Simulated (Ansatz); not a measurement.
**C7H12: small, medium and large basis sets**

An exercise on one series of results from a longer session: the logs are not shown, and one member is left open.

Program: Ansatz 0.2.0, Gaussian basis. Level of theory: one geometry, several basis sets. These are calculated values, not measurements.

Levels to be run: PBE0-D4/def2-SVP; ωB97M-V/def2-SVP; PBE0-D4/def2-QZVPP; ωB97M-V/def2-QZVPP; the functionals' def2-TZVPP values are taken from earlier runs.

### Structure used throughout

The geometry comes from an earlier relaxation with PBE0-D4 in a triple-zeta def2 set; it is a stationary point, not always the lowest conformer.

SMILES `C#CCCCCC`, 19 atoms, charge 0, spin multiplicity 1.

Atoms are counted from 1 here; the program's logs count them from 0.

Bond lengths: C1–C2 1.201 Å, C1–H8 1.064 Å, C2–C3 1.453 Å, C3–C4 1.532 Å, C3–H9 1.095 Å, C3–H10 1.095 Å, C4–C5 1.521 Å, C4–H11 1.094 Å, C4–H12 1.096 Å, C5–C6 1.521 Å, C5–H13 1.096 Å, C5–H14 1.096 Å, C6–C7 1.519 Å, C6–H15 1.097 Å, C6–H16 1.095 Å, C7–H17 1.094 Å, C7–H18 1.094 Å, C7–H19 1.092 Å. Angles: C2–C1–H8 179.5°, C1–C2–C3 178.9°, C2–C3–C4 113.2°, C2–C3–H9 108.9°, C2–C3–H10 108.8°, C4–C3–H9 109.4°, C4–C3–H10 110.1°, H9–C3–H10 106.1°, C3–C4–C5 114.4°, C3–C4–H11 108.5°, C3–C4–H12 107.8°, C5–C4–H11 109.3°, C5–C4–H12 109.7°, H11–C4–H12 106.7°, C4–C5–C6 114.5°, C4–C5–H13 108.5°, C4–C5–H14 109.1°, C6–C5–H13 109.0° and more.

Set-up of the first run:

Input file in.yaml:

```yaml
crystal:
  periodic: [false, false, false]
  atoms:
    - {symbol: C, position_ang: [0.715054, 2.164083, 2.268673]}
    - {symbol: C, position_ang: [0.824801, 1.959401, 1.090489]}
    - {symbol: C, position_ang: [0.931874, 1.700090, -0.335353]}
    - {symbol: C, position_ang: [-0.357293, 1.141125, -0.946555]}
    - {symbol: C, position_ang: [-0.845895, -0.151103, -0.310310]}
    - {symbol: C, position_ang: [0.121746, -1.317960, -0.430532]}
    - {symbol: C, position_ang: [-0.446569, -2.605873, 0.139718]}
    - {symbol: H, position_ang: [0.626340, 2.350222, 3.312537]}
    - {symbol: H, position_ang: [1.202508, 2.630116, -0.845511]}
    - {symbol: H, position_ang: [1.761767, 1.006947, -0.506875]}
    - {symbol: H, position_ang: [-1.138855, 1.902131, -0.865614]}
    - {symbol: H, position_ang: [-0.180089, 0.983057, -2.016047]}
    - {symbol: H, position_ang: [-1.798342, -0.429110, -0.775786]}
    - {symbol: H, position_ang: [-1.063661, 0.029661, 0.748330]}
    - {symbol: H, position_ang: [0.384222, -1.465169, -1.485418]}
    - {symbol: H, position_ang: [1.056468, -1.079240, 0.087642]}
    - {symbol: H, position_ang: [-0.690264, -2.489947, 1.199442]}
    - {symbol: H, position_ang: [-1.364933, -2.895264, -0.379048]}
    - {symbol: H, position_ang: [0.261132, -3.433176, 0.050230]}
basis:
  gaussian: {orbitals: def2-SVP}
hamiltonian: {xc: pbe0, dispersion: d4}
output: {orbitals: {seedname: orbitals}}
```

On the command line:

```bash
$ ansatz run in.yaml --threads 2 --pin off --events-out ev --progress --plain --max-ram 32768MiB --backend cpu
```

Among the steps run: PBE0-D4 in def2-SVP; ωB97M-V in def2-SVP; PBE0-D4 in def2-QZVPP; ωB97M-V in def2-QZVPP.

One of the session's tables, all rows but one given; the rest of the session is left out.

It belongs to the step «Functionals by basis». 

| functional | basis | HOMO (eV) | LUMO (eV) |
| --- | --- | --- | --- |
| PBE0-D4 | def2-SVP | -7.58 | 1.35 |
| PBE0-D4 | def2-TZVPP | -7.64 | 0.96 |
| PBE0-D4 | def2-QZVPP | -7.66 | 0.62 |
| ωB97M-V | def2-SVP | ? | ? |
| ωB97M-V | def2-TZVPP | -9.93 | 2.52 |
| ωB97M-V | def2-QZVPP | -9.94 | 1.82 |

Q: Estimate the row for ωB97M-V, def2-SVP from the others.

As computed: HOMO (eV): -9.87; LUMO (eV): 3.23. In the column «HOMO (eV)» it lies between ωB97M-V, def2-TZVPP (-9.93) and PBE0-D4, def2-QZVPP (-7.66).
